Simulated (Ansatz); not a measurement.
Predict the output of the script below (Ansatz 0.2.0, Python API).

`algeh6nsi.py`:
```python
"""Potential curve of AlGeH6NSi along one bond."""

import ansatz as az
import numpy as np


def main() -> None:
    system = (
        az.Crystal.molecule()
        .atom("Si", [-1.4588, 1.2618, -1.3471])
        .atom("Al", [-0.293, -0.2005, -0.0097])
        .atom("N", [0.7885, -1.7253, 0.168])
        .atom("Ge", [1.6638, -0.574, 1.4591])
        .atom("H", [-2.5977, 0.5803, -2.0484])
        .atom("H", [-2.0668, 2.3915, -0.5195])
        .atom("H", [-0.585, 1.8952, -2.3633])
        .atom("H", [0.297, -2.4182, 0.6968])
        .atom("H", [1.3217, -1.0962, 2.9366])
        .atom("H", [3.0134, -0.1657, 1.0304])
    )

    symbols = [site.symbol for site in system.cartesian_sites]
    start = np.array([site.position_ang for site in system.cartesian_sites])
    axis = (start[6] - start[0]) / np.linalg.norm(start[6] - start[0])
    moving = [6]
    lengths, energies = [1.26, 1.36, 1.48, 1.63, 1.85, 2.22, 2.67, 3.26], []
    for length in lengths:
        xyz = start.copy()
        xyz[moving] += (length - np.linalg.norm(start[6] - start[0])) * axis
        point = az.Crystal.molecule()
        for symbol, place in zip(symbols, xyz):
            point = point.atom(symbol, place.tolist())
        calculation = (
            point.calculation()
            .basis(gaussian="def2-SVP")
            .functional("pbe")
            .accuracy("medium")
            .scf(lower_state_search="standard")
        )
        report = calculation.run().report
        energies.append(report["free_energy_ev"])
        print(f"r = {length:6.3f} A  E = {energies[-1]:.5f} eV  <S^2> = {abs(report['mean_field']['state']['spin_squared']):.3f}")

    print("energy above the lowest point (eV):", [round(e - min(energies), 3) for e in energies])


if __name__ == "__main__":
    main()
```

```console
$ python algeh6nsi.py
r =  1.260 A  E = -72547.11321 eV  <S^2> = 0.000
r =  1.360 A  E = -72547.63236 eV  <S^2> = 0.000
r =  1.480 A  E = -72547.85028 eV  <S^2> = 0.000
r =  1.630 A  E = -72547.74973 eV  <S^2> = 0.000
r =  1.850 A  E = -72547.24003 eV  <S^2> = 0.000
r =  2.220 A  E = -72546.13364 eV  <S^2> = 0.000
r =  2.670 A  E = -72544.96501 eV  <S^2> = 0.000
r =  3.260 A  E = -72544.01060 eV  <S^2> = 0.000
energy above the lowest point (eV): [0.737, 0.218, 0.0, 0.101, 0.61, 1.717, 2.885, 3.84]
```

The settings weren't tested for convergence. The rest of the molecule is held rigid at a force-field or estimated start geometry, and the basis set is modest; single-reference methods fail as a bond breaks. The orbitals are restricted, so S² is zero by construction. Toward dissociation an unrestricted state can lie under the restricted one, by tenths of an eV for polar bonds under a functional and by 1 to 2 eV or more for others. It ran for 29 s on 1 thread of Intel(R) Xeon(R) Processor @ 2.30GHz, on a shared host, peak memory 0.26 GiB.
